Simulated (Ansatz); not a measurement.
BClH₆Si₂, SMILES B[SiH]([SiH3])Cl, a rigid torsion scan

Computed with Ansatz's Python interface.

At the Python prompt:
```pycon
>>> import ansatz
>>> from ase import Atoms
>>> atoms = Atoms(['B', 'Si', 'Si', 'Cl', 'H', 'H', 'H', 'H', 'H', 'H'], positions=[
...     [-1.1641, 1.3051, -0.4876],
...     [-0.0708, -0.1883, -0.7993],
...     [0.8589, -0.7742, 1.1154],
...     [-1.1385, -1.7699, -1.527],
...     [-1.9706, 1.6335, -1.3729],
...     [-0.7761, 2.2572, 0.1392],
...     [0.9996, 0.1629, -1.7747],
...     [-0.1137, -1.1041, 2.0986],
...     [1.7657, -1.9227, 0.9476],
...     [1.6927, 0.3493, 1.6636],
... ])
>>> # start the scan from a relaxed geometry
>>> first = (
...     ansatz.Crystal.molecule_from_ase(atoms).calculation()
...     .basis(gaussian='6-31G*')
...     .functional('r2scan0')
...     .relax(force_tolerance=0.02, max_steps=80)  # relax until the tolerances are met
... )
>>> atoms.positions = first.run(threads=1, backend='cpu').report['positions_ang']
>>> start = atoms.get_dihedral(2, 1, 0, 4)
>>> energies = {}
>>> for turn in range(0, 360, 30):
...     turned = atoms.copy()
...     turned.set_dihedral(2, 1, 0, 4, start + turn, indices=[0, 4, 5])
...     setup = (
...         ansatz.Crystal.molecule_from_ase(turned).calculation()
...         .basis(gaussian='6-31G*')
...         .functional('r2scan0')
...     )
...     energies[round((start + turn) % 360)] = setup.run(threads=1, backend='cpu').report['free_energy_ev']
...
>>> floor = min(energies.values())
>>> print('dihedral Si2-Si1-B0-H4 (deg)   E - E(min) (kcal/mol)')
dihedral Si2-Si1-B0-H4 (deg)   E - E(min) (kcal/mol)
>>> for angle, e in sorted(energies.items()):
...     print(f'{angle:8d} {23.060548 * (e - floor):14.3f}  ' + '#' * int(30 * (e - floor) / max(max(energies.values()) - floor, 1e-9)))
...
      12          3.139  ######################
      42          1.303  #########
      72          0.438  ###
     102          1.268  #########
     132          3.125  ######################
     162          4.118  #############################
     192          3.010  #####################
     222          0.979  #######
     252          0.000
     282          0.939  ######
     312          2.997  #####################
     342          4.123  ##############################
```

The scan is rigid and the energies are electronic, in a modest basis. With rigid groups the curve can differ much from the relaxed path, the start wasn't checked as a minimum of this torsion, and equivalent turns needn't return to the same energy. The whole script took 91 s on 1 thread of Intel(R) Xeon(R) Processor @ 2.30GHz (shared host), peak memory 0.32 GiB.

(A comment or docstring line of the script was reworded after the run, the code is as it ran.)
